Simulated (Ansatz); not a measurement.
# Sn2Sb2Te: the cost of one run

Method: DFT PBE, scalar-relativistic, plane waves, PAW, in Ansatz 0.2.0.

### Step 1. The structure to begin with

It takes space group P6/mmm (No. 191, hexagonal). The conventional cell has a = 5.241 Å, b = 5.241 Å, c = 8.915 Å, α = 90.00°, β = 90.00°, γ = 120.00°. Sn (site symmetry 6mm) is surrounded by 1 Te at 2.79 Å. Sb (site symmetry -6m2) is surrounded by 3 Sb at 3.03 Å and 6 Sn at 3.45 Å. Around Te (site symmetry 6/mmm) lie 2 Sn at 2.79 Å.

As a file:

```
Sn Sb Te
1.0
     5.24093    0.00000    0.00000
    -2.62046    4.53878    0.00000
     0.00000    0.00000    8.91477
Sn Sb Te
2 2 1
Cartesian
  0.0000 0.0000 6.1232
  0.0000 0.0000 2.7916
  0.0000 3.0259 4.4574
  2.6205 1.5129 4.4574
  0.0000 0.0000 0.0000
```

The cell was relaxed beforehand at this level, from a generated guess; it needn't be the stable form of this composition. At a tolerance of 0.05 Å it has space group P6/mmm (No. 191); it has 42.41 Å³/atom, an uncorrected energy of +0.30 eV/atom over the elements.

### Step 2. Bands, states and charges

Input file input.yaml:

```yaml
crystal:
  lattice:
    - [5.2409274837, 0.0, 0.0]
    - [-2.6204637418, 4.5387763402, 0.0]
    - [0.0, 0.0, 8.9147746079]
  atoms:
    - { symbol: Sn, position: [0.0, 0.0, 0.6868597848] }
    - { symbol: Sn, position: [0.0, 0.0, 0.3131402152] }
    - { symbol: Sb, position: [0.3333333333, 0.6666666667, 0.5] }
    - { symbol: Sb, position: [0.6666666667, 0.3333333333, 0.5] }
    - { symbol: Te, position: [0.0, 0.0, 0.0] }
basis:
  ecutwfc: 420
kpoints:
  mp_grid: { grid: [12, 12, 4] }
  band_path:
    path:
      - [[0.0, 0.0, 0.0], [0.5, 0.0, 0.0], [0.33333333, 0.33333333, 0.0], [0.0, 0.0, 0.0], [0.0, 0.0, 0.5], [0.5, 0.0, 0.5], [0.33333333, 0.33333333, 0.5], [0.0, 0.0, 0.5]]
      - [[0.5, 0.0, 0.5], [0.5, 0.0, 0.0]]
      - [[0.33333333, 0.33333333, 0.5], [0.33333333, 0.33333333, 0.0]]
    npoints: 14
hamiltonian:
  xc: pbe
scf:
  occupations: { method: gaussian, width: 0.1 }
  n_extra_bands: 12
output:
  forces: true
  stress: true
  eigenvalues: true
  populations: true
  dos: { projected: true, de: 0.02, nscf_kmesh: { grid: [15, 15, 5] } }
  bader: true
  write_density: true
  write_potential: true
  elf: true
  volumetric_format: npy
```

Run with:

```sh
$ ansatz run input.yaml --threads 1 --pin off --max-ram 2560MiB --backend cpu --events-out ev --progress --plain --runs-dir out
```

What time and memory should one allow on 1 thread of Intel Xeon at 2.50GHz (Skylake/Cascade Lake), shared host?

About 4.6 min, with a peak of 1.1 GiB.
